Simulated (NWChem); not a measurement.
**SnH3Cl (SMILES [Cl][SnH3]): M08-SO/x2c-SVPall-2c (ZORA), part 1 of 2**

What is the energy difference between two shapes of SnH3Cl at M08-SO/x2c-SVPall-2c (ZORA)? 

The results are computed with NWChem 7.3.0.

1 further run of the same task is left out (set aside as unsound or not needed).

**1. The system as given**

SnH3Cl: 5 atoms, total charge 0, spin state singlet. As SMILES, `[Cl][SnH3]`. The shape is that of a PBE0-D4/def2-TZVP optimisation.

Bond lengths: Cl1–Sn2 2.334 Å, Sn2–H3 1.700 Å, Sn2–H4 1.700 Å, Sn2–H5 1.700 Å. Angles: Cl1–Sn2–H3 106.1°, Cl1–Sn2–H4 106.1°, Cl1–Sn2–H5 106.1°, H3–Sn2–H4 112.7°, H3–Sn2–H5 112.7°, H4–Sn2–H5 112.7°.

**2. A single-point energy at M08-SO/x2c-SVPall-2c (ZORA)**

clh3sn.nw

```
START clh3sn
TITLE "ClH3Sn energy"
memory 2200 mb
charge 0
GEOMETRY units angstroms noautoz
  Cl    -1.839400     0.332400     1.029900
  Sn     0.168900    -0.044500    -0.097500
  H     -0.120500     0.362900    -1.722400
  H      0.522700    -1.694200     0.111100
  H      1.318200     0.969900     0.637400
END
BASIS spherical bse
  Cl library x2c-SVPall-2c
  Sn library x2c-SVPall-2c
  H library x2c-SVPall-2c
END
RELATIVISTIC
  zora on
END
DFT
  xc m08-so
  grid medium
  maxiter 200
  print medium
END
TASK dft energy
```

Started as:

```sh
$ nwchem clh3sn.nw > clh3sn.out
```

Output:

```text
Northwest Computational Chemistry Package (NWChem) 7.3.0
             --------------------------------------------------------

           Job information
           ---------------

    nwchem branch   = 7.3.0
    use scalapack   = T
    input           = clh3sn.nw
    prefix          = clh3sn.
    data base       = ./clh3sn.db
    status          = startup
    nproc           =        1

           Memory information
           ------------------

    heap     =     72089594 doubles =      550.0 Mbytes
    stack    =     72089599 doubles =      550.0 Mbytes
    global   =    144179200 doubles =     1100.0 Mbytes (distinct from heap & stack)
    total    =    288358393 doubles =     2200.0 Mbytes
    verify   = yes
    hardfail = no

           Directory information
           ---------------------

  0 permanent = .
  0 scratch   = .

                                NWChem Input Module
                                -------------------

                                   ClH3Sn energy
                                   -------------

 Scaling coordinates for geometry "geometry" by  1.889725989
 (inverse scale =  0.529177249)

 C3  symmetry detected

                             Geometry "geometry" -> ""
                             -------------------------

 Output coordinates in angstroms (scale by  1.889725989 to convert to a.u.)

  No.       Tag          Charge          X              Y              Z
 ---- ---------------- ---------- -------------- -------------- --------------
    1 Cl                  17.0000     0.00000000     0.00000000     1.78712533
    2 Sn                  50.0000     0.00000000     0.00000000    -0.54661700
    3 H                    1.0000    -1.58875440     0.38064673    -1.01676024
    4 H                    1.0000     0.46472746    -1.56622504    -1.01676024
    5 H                    1.0000     1.12402694     1.18557831    -1.01676024

      Atomic Mass
      -----------

      Cl                34.968850
      Sn               117.901800
      H                  1.007825

 Effective nuclear repulsion energy (a.u.)     248.3070229601

            Nuclear Dipole moment (a.u.)
            ----------------------------
        X                 Y               Z
 ---------------- ---------------- ----------------
    -0.0000000000     0.0000000000     0.0000000000

      Symmetry information
      --------------------

 Group name             C3
 Group number              5
 Group order               3
 No. of unique centers     3

      Symmetry unique atoms

     1    2    3

            XYZ format geometry
            -------------------
     5
 geometry
 Cl                    0.00000000     0.00000000     1.78712533
 Sn                    0.00000000     0.00000000    -0.54661700
 H                    -1.58875440     0.38064673    -1.01676024
 H                     0.46472746    -1.56622504    -1.01676024
 H                     1.12402694     1.18557831    -1.01676024

 ==============================================================================
                                internuclear distances
 ------------------------------------------------------------------------------
       center one      |      center two      | atomic units |  angstroms
 ------------------------------------------------------------------------------
    2 Sn               |   1 Cl               |     4.41013  |     2.33374
    3 H                |   2 Sn               |     3.21257  |     1.70002
    4 H                |   2 Sn               |     3.21257  |     1.70002
    5 H                |   2 Sn               |     3.21257  |     1.70002
 ------------------------------------------------------------------------------
                         number of included internuclear distances:          4
 ==============================================================================

 ==============================================================================
                                 internuclear angles
 ------------------------------------------------------------------------------
        center 1       |       center 2       |       center 3       |  degrees
 ------------------------------------------------------------------------------
    1 Cl               |   2 Sn               |   3 H                |   106.05
    1 Cl               |   2 Sn               |   4 H                |   106.05
    1 Cl               |   2 Sn               |   5 H                |   106.05
    3 H                |   2 Sn               |   4 H                |   112.66
    3 H                |   2 Sn               |   5 H                |   112.66
    4 H                |   2 Sn               |   5 H                |   112.66
 ------------------------------------------------------------------------------
                            number of included internuclear angles:          6
 ==============================================================================

                      Basis "ao basis" -> "" (spherical)
                      -----
  [basis functions not shown]

 Summary of "ao basis" -> "" (spherical)
 ------------------------------------------------------------------------------
       Tag                 Description            Shells   Functions and Types
 ---------------- ------------------------------  ------  ---------------------
 Cl                      x2c-SVPall-2c               9       21   4s4p1d
 Sn                      x2c-SVPall-2c              18       50   6s8p4d
 H                       x2c-SVPall-2c               3        5   2s1p

                                 NWChem DFT Module
                                 -----------------

[... 34 lines left out ...]
          Convergence on energy requested:  1.00D-06
          Convergence on density requested:  1.00D-05
          Convergence on gradient requested:  5.00D-04
[... 20 lines left out ...]
          Spatial weights used:  Erf1
[... 1 line left out ...]
          Convergence Information
[... 1 line left out ...]
          Convergence aids based upon iterative change in
          total energy or number of iterations.
[... 29 lines left out ...]
 dft_zora_read: failed to open./clh3sn.zora_sf
[... 51 lines left out ...]
   convergence    iter        energy       DeltaE   RMS-Dens  Diis-err    time
[... 12 lines left out ...]
         Total DFT energy =    -6708.215868994695
      One electron energy =    -9693.862241992347
           Coulomb energy =     2934.243636630969
    Exchange-Corr. energy =     -196.904286593442
 Nuclear repulsion energy =      248.307022960123
[... 16 lines left out ...]
                       DFT Final Molecular Orbital Analysis
[... 689 lines left out ...]
 Vector   77  Occ=0.000000D+00  E= 3.157379D+01  Symmetry=e+
              MO Center= -1.4D-05,  5.8D-06, -5.5D-01, r^2= 5.2D-02
   Bfn.  Coefficient  Atom+Function         Bfn.  Coefficient  Atom+Function
  ----- ------------  ---------------      ----- ------------  ---------------
    60      2.221958  2 Sn d  1              55     -1.976871  2 Sn d  1
    61      0.969563  2 Sn d  2              56     -0.862658  2 Sn d  2
    57     -0.594136  2 Sn d -2              52      0.528626  2 Sn d -2
    58      0.348776  2 Sn d -1              53     -0.310306  2 Sn d -1
    65     -0.174460  2 Sn d  1              66     -0.076006  2 Sn d  2

 Vector   78  Occ=0.000000D+00  E= 3.160392D+01  Symmetry=e+
              MO Center= -6.3D-06, -6.3D-06, -5.5D-01, r^2= 5.4D-02
   Bfn.  Coefficient  Atom+Function         Bfn.  Coefficient  Atom+Function
  ----- ------------  ---------------      ----- ------------  ---------------
    57      2.248401  2 Sn d -2              52     -1.998813  2 Sn d -2
    58     -0.836808  2 Sn d -1              60      0.770713  2 Sn d  1
    53      0.743883  2 Sn d -1              55     -0.685127  2 Sn d  1
    62     -0.181839  2 Sn d -2              67      0.094565  2 Sn d -2
    61     -0.087367  2 Sn d  2              56      0.077669  2 Sn d  2

 Vector   79  Occ=0.000000D+00  E= 3.160392D+01  Symmetry=e+
              MO Center=  6.3D-06,  6.3D-06, -5.5D-01, r^2= 5.4D-02
   Bfn.  Coefficient  Atom+Function         Bfn.  Coefficient  Atom+Function
  ----- ------------  ---------------      ----- ------------  ---------------
    61      2.248401  2 Sn d  2              56     -1.998813  2 Sn d  2
    60     -0.836808  2 Sn d  1              58     -0.770713  2 Sn d -1
    55      0.743883  2 Sn d  1              53      0.685127  2 Sn d -1
    66     -0.181839  2 Sn d  2              71      0.094565  2 Sn d  2
    57      0.087367  2 Sn d -2              52     -0.077669  2 Sn d -2

 Vector   80  Occ=0.000000D+00  E= 3.160968D+01  Symmetry=a
              MO Center=  8.0D-17, -6.6D-17, -5.5D-01, r^2= 5.4D-02
   Bfn.  Coefficient  Atom+Function         Bfn.  Coefficient  Atom+Function
  ----- ------------  ---------------      ----- ------------  ---------------
    59      2.521638  2 Sn d  0              54     -2.241257  2 Sn d  0
    64     -0.205611  2 Sn d  0              69      0.120867  2 Sn d  0
     4     -0.089765  1 Cl s                 51      0.067924  2 Sn pz
    16      0.045109  1 Cl pz                39      0.026567  2 Sn pz
    73      0.025537  3 H  s                 78      0.025537  4 H  s

 Vector   81  Occ=0.000000D+00  E= 5.670211D+01  Symmetry=a
              MO Center=  1.4D-18,  1.6D-18, -5.5D-01, r^2= 7.9D-02
   Bfn.  Coefficient  Atom+Function         Bfn.  Coefficient  Atom+Function
  ----- ------------  ---------------      ----- ------------  ---------------
    39     13.105332  2 Sn pz                42    -11.992302  2 Sn pz
    36     -0.919474  2 Sn pz                45     -0.582086  2 Sn pz
    30      0.350222  2 Sn pz                48      0.191397  2 Sn pz
    33     -0.074343  2 Sn pz                 4     -0.072718  1 Cl s
    16      0.069659  1 Cl pz                69      0.044836  2 Sn d  0

 Vector   82  Occ=0.000000D+00  E= 5.671325D+01  Symmetry=e+
              MO Center= -2.1D-04,  2.9D-06, -5.5D-01, r^2= 7.8D-02
   Bfn.  Coefficient  Atom+Function         Bfn.  Coefficient  Atom+Function
  ----- ------------  ---------------      ----- ------------  ---------------
    38     12.340874  2 Sn py                41    -11.290234  2 Sn py
    37      4.447110  2 Sn px                40     -4.068506  2 Sn px
    35     -0.868575  2 Sn py                44     -0.550313  2 Sn py
    29      0.330906  2 Sn py                34     -0.312996  2 Sn px
    43     -0.198309  2 Sn px                47      0.185983  2 Sn py

 Vector   83  Occ=0.000000D+00  E= 5.671325D+01  Symmetry=e+
              MO Center=  2.1D-04, -2.9D-06, -5.5D-01, r^2= 7.8D-02
   Bfn.  Coefficient  Atom+Function         Bfn.  Coefficient  Atom+Function
  ----- ------------  ---------------      ----- ------------  ---------------
    37     12.340874  2 Sn px                40    -11.290234  2 Sn px
    38     -4.447110  2 Sn py                41      4.068506  2 Sn py
    34     -0.868575  2 Sn px                43     -0.550313  2 Sn px
    28      0.330906  2 Sn px                35      0.312996  2 Sn py
    44      0.198309  2 Sn py                46      0.185983  2 Sn px

 Vector   84  Occ=0.000000D+00  E= 1.092144D+03  Symmetry=a
              MO Center=  5.6D-17,  6.8D-17, -5.5D-01, r^2= 1.3D-02
   Bfn.  Coefficient  Atom+Function         Bfn.  Coefficient  Atom+Function
  ----- ------------  ---------------      ----- ------------  ---------------
    33     51.024635  2 Sn pz                30     46.598484  2 Sn pz
    36     -6.921630  2 Sn pz                42      6.851608  2 Sn pz
    39     -6.332248  2 Sn pz                45      0.204495  2 Sn pz
    48     -0.063855  2 Sn pz

 Vector   85  Occ=0.000000D+00  E= 1.092161D+03  Symmetry=e+
              MO Center=  2.1D-05, -1.3D-05, -5.5D-01, r^2= 1.3D-02
   Bfn.  Coefficient  Atom+Function         Bfn.  Coefficient  Atom+Function
  ----- ------------  ---------------      ----- ------------  ---------------
    31     50.920505  2 Sn px                28     46.503482  2 Sn px
    34     -6.906528  2 Sn px                40      6.840425  2 Sn px
    37     -6.323200  2 Sn px                32     -3.256322  2 Sn py
    29     -2.973857  2 Sn py                35      0.441666  2 Sn py
    41     -0.437439  2 Sn py                38      0.404363  2 Sn py

 Vector   86  Occ=0.000000D+00  E= 1.092161D+03  Symmetry=e+
              MO Center= -2.1D-05,  1.3D-05, -5.5D-01, r^2= 1.3D-02
   Bfn.  Coefficient  Atom+Function         Bfn.  Coefficient  Atom+Function
  ----- ------------  ---------------      ----- ------------  ---------------
    32     50.920505  2 Sn py                29     46.503482  2 Sn py
    35     -6.906528  2 Sn py                41      6.840425  2 Sn py
    38     -6.323200  2 Sn py                31      3.256322  2 Sn px
    28      2.973857  2 Sn px                34     -0.441666  2 Sn px
    40      0.437439  2 Sn px                37     -0.404363  2 Sn px

 center of mass
 --------------
 x =  -0.00000000 y =  -0.00000000 z =  -0.06094335

 moments of inertia (a.u.)
 ------------------
         549.623981983985           0.000000000000          -0.000000000000
           0.000000000000         549.623981983985           0.000000000000
          -0.000000000000           0.000000000000          28.817606924285

     Multipole analysis of the density
     ---------------------------------

     L   x y z        total         alpha         beta         nuclear
     -   - - -        -----         -----         ----         -------
     0   0 0 0     -0.000000    -35.000000    -35.000000     70.000000

     1   1 0 0      0.000000      0.000000      0.000000     -0.000000
[... 8 lines of this table left out ...]
     2   0 0 2    -31.550021   -144.932906   -144.932906    258.315792

 Task  times  cpu:       11.2s     wall:       11.2s
 Total times  cpu:       11.2s     wall:       11.2s
```

Run time: 12 s. Hardware: 1 thread of AMD EPYC 9R45 (Zen 5), shared host; peak memory 0.11 GiB.

(Continued in part 2 of 2.)
